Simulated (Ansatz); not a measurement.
# SnH₂Br+ (SMILES [Br][SnH2+]): functionals against CCSD(T) at one geometry

One table from this session's results is given with a row withheld; the runs are named, their logs left out.

Program: Ansatz 0.2.0, Gaussian basis. Level of theory: single points in def2-TZVPP. These are calculated values, not measurements.

Cores are frozen in the correlated methods. Filled d shells of the heavier atoms are correlated. Core potentials replace the inner electrons past krypton, and spin-orbit coupling is left out.

### The starting structure

SMILES `[Br][SnH2+]`, 4 atoms, charge 1, spin multiplicity 1.

Atoms are counted from 1 here; the program's logs count them from 0.

Bond lengths: Br1–Sn2 2.453 Å, Sn2–H3 1.801 Å, Sn2–H4 1.752 Å. Angles: Br1–Sn2–H3 120.9°, Br1–Sn2–H4 121.9°, H3–Sn2–H4 117.1°.

Coordinates:

```xyz
4
BrH2Sn
Br   -2.1561    0.1261   -0.7800
Sn    0.1491   -0.0105    0.0470
H     0.7823   -1.5302    0.7781
H     1.2494    1.3493   -0.0482
```

Set-up of the first run:

Contents of run/in.yaml:

```yaml
crystal:
  periodic: [false, false, false]
  atoms:
    - {symbol: Br, position_ang: [-2.156100, 0.126100, -0.780000]}
    - {symbol: Sn, position_ang: [0.149100, -0.010500, 0.047000]}
    - {symbol: H, position_ang: [0.782300, -1.530200, 0.778100]}
    - {symbol: H, position_ang: [1.249400, 1.349300, -0.048200]}
basis:
  gaussian: {orbitals: def2-TZVPP}
total_charge: 1
correlation: {method: ccsd_t}
output: {forces: true}
```

No record of the launch command was kept for these runs.

Among the steps run: CCSD(T)/def2-TZVPP; PBE0-D4/def2-TZVPP; wB97M-V/def2-TZVPP; r2SCAN-D4/def2-TZVPP; PBE-D4/def2-TZVPP; HSE06-D4/def2-TZVPP; B97M-V/def2-TZVPP.

One table of the session follows, with a row left open; its other results are not shown here.

```
   method  RMS force component (eV/Å)  angle to CCSD(T) forces (°)
  CCSD(T)                       0.625                    reference
  PBE0-D4                       0.582                          3.6
  wB97M-V                       0.661                          1.5
r2SCAN-D4                       0.563                          3.3
   PBE-D4                       0.446                          9.6
 HSE06-D4                       0.577                          3.5
   B97M-V                           ?                            ?
```

Q: Estimate the row for B97M-V from the others.

**Answer.** RMS force component (eV/Å): 0.533; angle to CCSD(T) forces (°): 5.1. In the column «RMS force component (eV/Å)» it lies between PBE-D4 (0.446) and r2SCAN-D4 (0.563).
